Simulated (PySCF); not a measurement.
**C₉H₁₈OSi: NMR shifts at several levels of theory**

Aim: compute the NMR shifts of C₉H₁₈OSi (`C[Si](C)(C)OC1=CCCCC1`) at several levels, and see how far they spread and what each costs.

The runs use PySCF 2.14.0, with density-fitted response routines of our own; the level of theory stands in each step. All values are computed, except where a source is named. Atoms are numbered from 0 throughout.

**1. The starting structure**

29 atoms, charge 0, multiplicity 1; geometry from: GFN2-xTB.

Bonds of the start (Å): C0–Si1 1.91, Si1–C2 1.91, Si1–C3 1.90, Si1–O4 1.63, O4–C5 1.36, C5–C6 1.33, C6–C7 1.50, C7–C8 1.53, C8–C9 1.52, C9–C10 1.53, C10–C5 1.50, C0–H11 1.09, C0–H12 1.09, C0–H13 1.09, C2–H14 1.09, C2–H15 1.09, C2–H16 1.09, C3–H17 1.08, C3–H18 1.08, C3–H19 1.08, C6–H20 1.08, C7–H21 1.10, C7–H22 1.09, C8–H23 1.09, C8–H24 1.09, C9–H25 1.09, C9–H26 1.09, C10–H27 1.09, C10–H28 1.09.

**2. Geometry optimisation at PBE0-D3(BJ)/def2-SVP**

The job: settings as JSON, then the geometry in Å.

```
{"job": {"xc": "PBE0", "basis": "def2-SVP", "d3": "d3bj", "grid": 1, "kind": "geom"}, "charge": 0, "multiplicity": 1}
C     -2.409110    -1.471530     0.776010
Si    -1.945280     0.240350     0.065500
C     -2.261470     0.234030    -1.819030
C     -2.950910     1.604900     0.918270
O     -0.417060     0.696240     0.423140
C      0.839980     0.247950     0.168130
C      1.871730     1.067130     0.335560
C      3.296360     0.657920     0.118360
C      3.439790    -0.860380     0.073930
C      2.373270    -1.451040    -0.840090
C      0.987300    -1.182470    -0.262020
H     -1.952640    -2.288830     0.224650
H     -3.483170    -1.625590     0.748370
H     -2.095850    -1.561840     1.812420
H     -2.007900     1.194980    -2.257990
H     -1.673410    -0.521030    -2.334430
H     -3.305200     0.038140    -2.042910
H     -4.013350     1.457710     0.758680
H     -2.691040     2.586210     0.535710
H     -2.775040     1.614860     1.988770
H      1.692100     2.088150     0.637360
H      3.653590     1.090680    -0.822870
H      3.918650     1.071490     0.916060
H      3.315450    -1.267500     1.079000
H      4.436090    -1.130610    -0.280710
H      2.452750    -0.989690    -1.826260
H      2.522400    -2.526280    -0.956630
H      0.807590    -1.826310     0.604560
H      0.215060    -1.408610    -0.999520
```

The program printed:

```text
step   0  E = -717.57021604  max force = 0.036891
step   1  E = -717.57557139  max force = 0.012818
step   2  E = -717.57572738  max force = 0.005579
step   3  E = -717.57603824  max force = 0.001684
step   4  E = -717.57607544  max force = 0.000848
step   5  E = -717.57610325  max force = 0.000580
step   6  E = -717.57613002  max force = 0.000892
step   7  E = -717.57614815  max force = 0.001206
step   8  E = -717.57616639  max force = 0.001470
step   9  E = -717.57613165  max force = 0.001321
step  10  E = -717.57617745  max force = 0.000723
step  11  E = -717.57626909  max force = 0.000973
step  12  E = -717.57628480  max force = 0.000682
step  13  E = -717.57630309  max force = 0.000353
step  14  E = -717.57631217  max force = 0.000331
optimisation converged
```

It took 11 min on 8 threads of Intel Xeon at 2.50GHz (Skylake/Cascade Lake), shared host.

Step by step:

| step | energy from step 0 (eV) | largest force component (eV/Å) |
| --- | --- | --- |
| 0 | 0.0000 | 1.8970 |
| 1 | -0.1457 | 0.6591 |
| 2 | -0.1500 | 0.2869 |
| 3 | -0.1584 | 0.0866 |
| 4 | -0.1594 | 0.0436 |
| 5 | -0.1602 | 0.0298 |
| 6 | -0.1609 | 0.0459 |
| 7 | -0.1614 | 0.0620 |
| 8 | -0.1619 | 0.0756 |
| 9 | -0.1610 | 0.0679 |
| 10 | -0.1622 | 0.0372 |
| 11 | -0.1647 | 0.0500 |
| 12 | -0.1651 | 0.0351 |
| 13 | -0.1656 | 0.0182 |
| 14 | -0.1659 | 0.0170 |

Distances of close pairs at the start and the end, largest changes first:

| bond | before (Å) | after (Å) | change (Å) |
| --- | --- | --- | --- |
| Si1–O4 | 1.634 | 1.688 | +0.054 |
| Si1–C2 | 1.911 | 1.875 | -0.036 |
| C0–Si1 | 1.911 | 1.876 | -0.035 |
| Si1–C3 | 1.897 | 1.867 | -0.030 |
| C3–H17 | 1.084 | 1.102 | +0.017 |
| C0–H12 | 1.085 | 1.102 | +0.017 |
| C2–H16 | 1.085 | 1.102 | +0.016 |
| C3–H19 | 1.085 | 1.101 | +0.016 |

The final coordinates are the input of the step that follows.

| at the end point | value |
| --- | --- |
| point group (found at 0.08 Å tolerance) | C1 |
| rotational constants (GHz, main isotopes) | 1.872, 0.512, 0.470 |
| dipole moment (D) | 1.42 |

**3. Nuclear shieldings: PBE0/pcSseg-1**

The job: settings as JSON, then the geometry in Å.

```
{"job": {"kind": "nmr", "xc": "PBE0", "basis": "pcSseg-1", "pop": false}, "charge": 0, "multiplicity": 1}
C     -2.557052    -1.489023     0.623014
Si    -1.969357     0.217866     0.114158
C     -1.921046     0.394236    -1.751621
C     -3.052087     1.522255     0.897027
O     -0.433469     0.527314     0.743064
C      0.802535     0.169115     0.316303
C      1.791418     1.074582     0.274513
C      3.208625     0.731764    -0.076179
C      3.465686    -0.769673    -0.010854
C      2.347157    -1.535814    -0.703014
C      1.005539    -1.280220    -0.025008
H     -1.961969    -2.291781     0.162345
H     -3.608175    -1.638668     0.327476
H     -2.494104    -1.605433     1.716350
H     -1.506486     1.374312    -2.034624
H     -1.299797    -0.383232    -2.222667
H     -2.934319     0.316158    -2.177116
H     -4.099667     1.412446     0.574488
H     -2.710984     2.532100     0.622809
H     -3.023030     1.440544     1.994567
H      1.543132     2.107706     0.534062
H      3.450648     1.108909    -1.088996
H      3.898265     1.263340     0.601736
H      3.517927    -1.084534     1.046348
H      4.440732    -1.012710    -0.462068
H      2.288283    -1.209957    -1.756486
H      2.559825    -2.616319    -0.720911
H      0.908207    -1.875546     0.902108
H      0.184242    -1.620708    -0.678803
```

With the program's defaults for keys left out, this is: GIAO PBE0/pcSseg-1 NMR shielding, non-relativistic, gas phase.

The program printed:

```text
coarse grid: 23648 points
cycle   1  E = -717.6591396854  dE =  1.147e+00  |g| = 8.154e-01  |ddm| = 4.790e+00
cycle   2  E = -717.5794951423  dE =  7.964e-02  |g| = 1.051e+00  |ddm| = 1.626e+00
cycle   3  E = -717.8027302568  dE = -2.232e-01  |g| = 1.488e-01  |ddm| = 1.048e+00
cycle   4  E = -717.8066444979  dE = -3.914e-03  |g| = 4.245e-02  |ddm| = 1.399e-01
cycle   5  E = -717.8069761785  dE = -3.317e-04  |g| = 1.769e-02  |ddm| = 4.865e-02
cycle   6  E = -717.8070482474  dE = -7.207e-05  |g| = 4.793e-03  |ddm| = 1.934e-02
cycle   7  E = -717.8070537574  dE = -5.510e-06  |g| = 8.533e-04  |ddm| = 5.217e-03
final grid: 220704 points
cycle   8  E = -717.8828254385  dE = -5.167e-05  |g| = 1.357e-02  |ddm| = 4.461e-02
cycle   9  E = -717.8827848597  dE =  4.058e-05  |g| = 1.979e-02  |ddm| = 2.576e-02
cycle  10  E = -717.8828655480  dE = -8.069e-05  |g| = 2.375e-03  |ddm| = 1.645e-02
cycle  11  E = -717.8828667146  dE = -1.167e-06  |g| = 3.590e-04  |ddm| = 2.354e-03
cycle  12  E = -717.8828667346  dE = -1.999e-08  |g| = 2.014e-04  |ddm| = 5.148e-04
cycle  13  E = -717.8828667444  dE = -9.800e-09  |g| = 4.314e-05  |ddm| = 2.049e-04
cycle  14  E = -717.8828667448  dE = -4.022e-10  |g| = 9.291e-06  |ddm| = 4.989e-05
converged SCF energy = -717.8828667448

GIAO shielding tensors (ppm)
atom      isotropic    diamagn.    paramagn.     s11        s22        s33       span
  0 C      181.121     257.565     -76.443    173.062    181.214    189.088     16.025
  1 Si     330.994     883.500    -552.505    311.203    327.491    354.289     43.086
  2 C      185.411     258.431     -73.020    181.388    184.182    190.663      9.275
  3 C      183.590     256.252     -72.662    174.656    184.861    191.254     16.599
  4 O      196.069     406.057    -209.988    136.806    194.955    256.448    119.642
  5 C       26.430     255.545    -229.115    -81.188     58.283    102.197    183.385
  6 C       73.028     255.207    -182.178    -20.672     92.915    146.842    167.514
  7 C      157.826     246.885     -89.059    151.007    158.735    163.735     12.728
  8 C      160.052     247.659     -87.607    156.169    160.933    163.054      6.885
  9 C      159.031     247.200     -88.169    155.106    156.045    165.942     10.836
 10 C      151.703     251.075     -99.372    143.127    149.049    162.932     19.805
 11 H       31.049      34.238      -3.188     26.450     30.183     36.515     10.066
 12 H       31.402      29.332       2.070     27.295     28.587     38.324     11.029
 13 H       30.904      32.120      -1.216     27.737     28.003     36.973      9.236
 14 H       30.984      33.693      -2.709     27.224     28.561     37.168      9.945
 15 H       31.121      34.956      -3.836     26.547     30.057     36.759     10.212
 16 H       31.454      29.973       1.481     27.349     28.492     38.521     11.172
 17 H       31.532      28.493       3.039     27.382     28.828     38.387     11.005
 18 H       30.988      32.054      -1.066     26.643     28.816     37.505     10.862
 19 H       30.893      31.218      -0.325     26.837     28.568     37.273     10.435
 20 H       26.063      34.828      -8.765     22.889     25.641     29.660      6.770
 21 H       29.115      29.264      -0.149     24.986     27.054     35.305     10.319
 22 H       29.254      27.866       1.388     24.340     27.138     36.283     11.942
 23 H       30.029      29.613       0.416     26.171     27.829     36.088      9.917
 24 H       29.774      27.135       2.640     25.003     27.477     36.843     11.839
 25 H       29.858      31.474      -1.617     25.469     29.104     35.000      9.531
 26 H       29.623      29.285       0.338     24.330     28.251     36.289     11.959
 27 H       29.173      33.034      -3.862     24.746     29.262     33.509      8.763
 28 H       29.566      35.928      -6.362     24.409     28.569     35.719     11.311
```

Wall time 3.4 min (8 threads of Intel Xeon at 2.50GHz (Skylake/Cascade Lake), shared host).

The references, computed at this level on geometries of the same kind, shield at (ppm): ¹H TMS 31.27, ¹³C TMS 184.4, ²⁹Si TMS 352.0, ¹⁷O H2O 334.6. Their shielding less the atom's gives the shift. The references are single molecules in the gas phase, so shifts against H2O, NH3, PH3, H3PO4 or CFCl3 are not on the usual liquid scales and can be off by tens of ppm. Atoms listed in one row are averaged.

| atoms | environment | σ (ppm) | δ (ppm) | δ scaled to CDCl3 |
| --- | --- | --- | --- | --- |
| C5 | alkene carbon bearing oxygen | 26.4 | 158.0 | 152.9 |
| C6 | β carbon of an enol-ether or enamine type C=C | 73.0 | 111.4 | 107.6 |
| C10 | allylic sp3 CH2 | 151.7 | 32.7 | 31.3 |
| C7 | allylic sp3 CH2 | 157.8 | 26.6 | 25.3 |
| C9 | sp3 CH2 in a ring | 159.0 | 25.4 | 24.1 |
| C8 | sp3 CH2 in a ring | 160.1 | 24.4 | 23.1 |
| C0, C2, C3 | methyl carbon bonded to Si | 183.4 | 1.0 | 0.5 |
| H20 | hydrogen on a β carbon of an enol-ether or enamine type C=C | 26.06 | 5.20 | 5.15 |
| H21, H22 | hydrogen on an allylic sp3 CH2 | 29.18 | 2.08 | 2.19 |
| H27, H28 | hydrogen on an allylic sp3 CH2 | 29.37 | 1.90 | 2.01 |
| H25, H26 | hydrogen on an sp3 CH2 in a ring | 29.74 | 1.53 | 1.66 |
| H23, H24 | hydrogen on an sp3 CH2 in a ring | 29.90 | 1.37 | 1.51 |
| H11, H12, H13, H14, H15 and 4 more | hydrogen on a methyl carbon bonded to Si | 31.15 | 0.12 | 0.33 |
| Si1 | silicon bonded to 3 C, O | 331.0 | 21.0 | – |
| O4 | oxygen bonded to C, Si | 196.1 | 138.5 | – |

The scaled column applies a straight-line fit of computed shieldings to shifts measured in CDCl3 (root-mean-square error 0.21 ppm for H, 2.0 ppm for C).

Ring of atoms C5, C6, C7, C8, C9, C10: NICS(0) -2.3, NICS(1) -2.4, NICS(1)zz 2.1 ppm (means of both faces).

**4. Shielding tensors: PBE/pcSseg-1**

Settings changed since step 3:

```diff
@@ -1,2 +1,2 @@
-{"job": {"kind": "nmr", "xc": "PBE0", "basis": "pcSseg-1", "pop": false}, "charge": 0, "multiplicity": 1}
+{"job": {"kind": "nmr", "xc": "PBE", "basis": "pcSseg-1", "pop": false}, "charge": 0, "multiplicity": 1}
 C     -2.557052    -1.489023     0.623014
```

Method: GIAO PBE/pcSseg-1 NMR shielding, non-relativistic, gas phase.

The program printed:

```text
coarse grid: 23648 points
cycle   1  E = -717.4064802166  dE =  8.874e-01  |g| = 1.103e+00  |ddm| = 4.907e+00
cycle   2  E = -716.8932311520  dE =  5.132e-01  |g| = 1.858e+00  |ddm| = 3.025e+00
cycle   3  E = -717.6733978579  dE = -7.802e-01  |g| = 3.134e-01  |ddm| = 2.305e+00
cycle   4  E = -717.6913119032  dE = -1.791e-02  |g| = 8.961e-02  |ddm| = 3.286e-01
cycle   5  E = -717.6922423243  dE = -9.304e-04  |g| = 5.945e-02  |ddm| = 1.297e-01
cycle   6  E = -717.6931242826  dE = -8.820e-04  |g| = 1.535e-02  |ddm| = 6.986e-02
cycle   7  E = -717.6931823795  dE = -5.810e-05  |g| = 3.879e-03  |ddm| = 1.867e-02
cycle   8  E = -717.6931856577  dE = -3.278e-06  |g| = 9.555e-04  |ddm| = 4.038e-03
final grid: 220704 points
cycle   9  E = -717.7965800263  dE = -3.399e-05  |g| = 2.295e-02  |ddm| = 6.318e-02
cycle  10  E = -717.7962395897  dE =  3.404e-04  |g| = 4.643e-02  |ddm| = 5.489e-02
cycle  11  E = -717.7966831971  dE = -4.436e-04  |g| = 7.755e-03  |ddm| = 4.194e-02
cycle  12  E = -717.7966970999  dE = -1.390e-05  |g| = 1.266e-03  |ddm| = 8.306e-03
cycle  13  E = -717.7966974082  dE = -3.082e-07  |g| = 5.783e-04  |ddm| = 1.740e-03
cycle  14  E = -717.7966974933  dE = -8.508e-08  |g| = 6.441e-05  |ddm| = 5.743e-04
cycle  15  E = -717.7966974940  dE = -6.885e-10  |g| = 2.716e-05  |ddm| = 8.727e-05
converged SCF energy = -717.7966974940

GIAO shielding tensors (ppm)
atom      isotropic    diamagn.    paramagn.     s11        s22        s33       span
  0 C      176.512     256.576     -80.064    167.977    176.112    185.447     17.470
  1 Si     313.665     884.745    -571.081    291.445    309.679    339.870     48.425
  2 C      181.161     257.485     -76.324    176.906    179.319    187.258     10.352
  3 C      179.306     255.272     -75.966    169.851    180.152    187.916     18.065
  4 O      177.946     405.593    -227.647    116.710    175.001    242.126    125.416
  5 C       23.691     256.142    -232.451    -75.107     51.334     94.846    169.954
  6 C       70.533     255.003    -184.470    -16.422     87.434    140.587    157.009
  7 C      151.100     247.812     -96.712    143.452    151.891    157.956     14.503
  8 C      153.915     248.212     -94.296    149.388    155.384    156.974      7.585
  9 C      152.711     247.678     -94.967    147.967    149.557    160.609     12.642
 10 C      145.324     251.917    -106.592    136.596    142.349    157.028     20.432
 11 H       30.970      34.195      -3.225     26.607     30.180     36.123      9.516
 12 H       31.300      29.351       1.949     27.370     28.645     37.884     10.515
 13 H       30.839      32.084      -1.245     27.940     28.055     36.521      8.581
 14 H       30.910      33.691      -2.781     27.333     28.637     36.761      9.428
 15 H       31.024      34.959      -3.935     26.647     30.071     36.353      9.706
 16 H       31.377      30.002       1.375     27.479     28.574     38.077     10.598
 17 H       31.450      28.546       2.904     27.503     28.882     37.966     10.463
 18 H       30.945      32.003      -1.058     26.835     28.848     37.151     10.316
 19 H       30.845      31.172      -0.328     27.025     28.618     36.891      9.866
 20 H       26.064      35.054      -8.990     23.180     25.592     29.421      6.241
 21 H       28.905      29.350      -0.444     24.873     27.046     34.797      9.924
 22 H       29.055      27.567       1.487     24.368     27.173     35.624     11.256
 23 H       29.891      29.843       0.048     26.157     27.856     35.660      9.502
 24 H       29.637      26.625       3.012     25.143     27.546     36.221     11.078
 25 H       29.699      31.823      -2.123     25.424     29.160     34.513      9.089
 26 H       29.458      29.016       0.442     24.378     28.316     35.679     11.302
 27 H       29.002      33.158      -4.156     24.811     29.191     33.003      8.191
 28 H       29.325      36.238      -6.913     24.476     28.308     35.191     10.714
```

Wall time 2.5 min (8 threads of Intel Xeon at 2.50GHz (Skylake/Cascade Lake), shared host).

This run: δ C5 156.3, C6 109.5, C10 34.7, C7 28.9, H20 5.13, H21 2.22 ppm (means over like atoms).

**5. Shielding tensors: wB97X-D/pcSseg-1**

Settings changed since step 4:

```diff
@@ -1,2 +1,2 @@
-{"job": {"kind": "nmr", "xc": "PBE", "basis": "pcSseg-1", "pop": false}, "charge": 0, "multiplicity": 1}
+{"job": {"kind": "nmr", "xc": "wB97X-D", "basis": "pcSseg-1", "pop": false}, "charge": 0, "multiplicity": 1}
 C     -2.557052    -1.489023     0.623014
```

Level: GIAO wB97X-D/pcSseg-1 NMR shielding, non-relativistic, gas phase.

The program printed:

```text
coarse grid: 23648 points
cycle   1  E = -718.1832832940  dE =  1.567e+00  |g| = 7.210e-01  |ddm| = 4.727e+00
cycle   2  E = -718.1881650959  dE = -4.882e-03  |g| = 7.726e-01  |ddm| = 1.127e+00
cycle   3  E = -718.2898801837  dE = -1.017e-01  |g| = 9.931e-02  |ddm| = 6.143e-01
cycle   4  E = -718.2915718713  dE = -1.692e-03  |g| = 4.137e-02  |ddm| = 9.853e-02
cycle   5  E = -718.2919688007  dE = -3.969e-04  |g| = 9.328e-03  |ddm| = 4.160e-02
cycle   6  E = -718.2919884777  dE = -1.968e-05  |g| = 2.321e-03  |ddm| = 9.580e-03
cycle   7  E = -718.2919901579  dE = -1.680e-06  |g| = 5.589e-04  |ddm| = 3.332e-03
final grid: 220704 points
cycle   8  E = -718.3750617180  dE = -3.506e-04  |g| = 5.560e-03  |ddm| = 6.107e-02
cycle   9  E = -718.3750682757  dE = -6.558e-06  |g| = 3.577e-03  |ddm| = 1.182e-02
cycle  10  E = -718.3750709444  dE = -2.669e-06  |g| = 9.324e-04  |ddm| = 3.391e-03
cycle  11  E = -718.3750711466  dE = -2.021e-07  |g| = 5.400e-04  |ddm| = 1.463e-03
cycle  12  E = -718.3750712053  dE = -5.874e-08  |g| = 9.393e-05  |ddm| = 5.374e-04
cycle  13  E = -718.3750712075  dE = -2.224e-09  |g| = 2.591e-05  |ddm| = 1.414e-04
cycle  14  E = -718.3750712077  dE = -1.955e-10  |g| = 1.171e-05  |ddm| = 5.795e-05
converged SCF energy = -718.3750712077

GIAO shielding tensors (ppm)
atom      isotropic    diamagn.    paramagn.     s11        s22        s33       span
  0 C      181.251     257.928     -76.677    173.412    181.543    188.798     15.387
  1 Si     331.808     883.521    -551.713    312.430    328.164    354.831     42.401
  2 C      185.463     258.887     -73.424    181.579    184.481    190.329      8.751
  3 C      183.636     256.502     -72.866    174.963    185.153    190.792     15.830
  4 O      203.812     406.974    -203.162    146.639    204.579    260.218    113.579
  5 C       25.453     255.959    -230.507    -85.989     59.813    102.535    188.524
  6 C       72.746     255.855    -183.109    -23.785     94.711    147.313    171.099
  7 C      158.899     246.810     -87.911    152.601    159.481    164.615     12.014
  8 C      160.620     247.304     -86.684    157.008    161.370    163.483      6.475
  9 C      159.667     247.008     -87.341    156.004    156.829    166.168     10.164
 10 C      152.453     251.391     -98.939    143.571    149.787    164.000     20.429
 11 H       31.172      34.650      -3.478     26.580     30.329     36.608     10.027
 12 H       31.522      29.286       2.236     27.439     28.704     38.424     10.985
 13 H       31.021      32.323      -1.303     27.833     28.134     37.095      9.262
 14 H       31.101      33.992      -2.891     27.354     28.686     37.263      9.909
 15 H       31.241      35.414      -4.173     26.681     30.193     36.850     10.169
 16 H       31.559      29.949       1.610     27.464     28.595     38.616     11.152
 17 H       31.651      28.439       3.212     27.519     28.944     38.491     10.972
 18 H       31.098      32.292      -1.194     26.750     28.959     37.585     10.835
 19 H       31.005      31.399      -0.395     26.944     28.705     37.365     10.421
 20 H       26.176      35.034      -8.858     22.994     25.701     29.833      6.840
 21 H       29.335      29.454      -0.120     25.240     27.251     35.514     10.274
 22 H       29.463      27.915       1.548     24.547     27.323     36.518     11.971
 23 H       30.188      29.690       0.498     26.328     27.994     36.241      9.914
 24 H       29.923      27.001       2.923     25.120     27.615     37.035     11.915
 25 H       30.023      31.679      -1.656     25.647     29.232     35.191      9.544
 26 H       29.791      29.294       0.497     24.511     28.386     36.477     11.966
 27 H       29.358      33.341      -3.982     24.919     29.475     33.681      8.761
 28 H       29.739      36.414      -6.675     24.545     28.756     35.916     11.371
```

Wall time 5.5 min (8 threads of Intel Xeon at 2.50GHz (Skylake/Cascade Lake), shared host).

In short: δ C5 159.1, C6 111.8, C10 32.1, C7 25.6, H20 5.20, H21 1.98 ppm (means over like atoms).

[end of part 1 of 2]
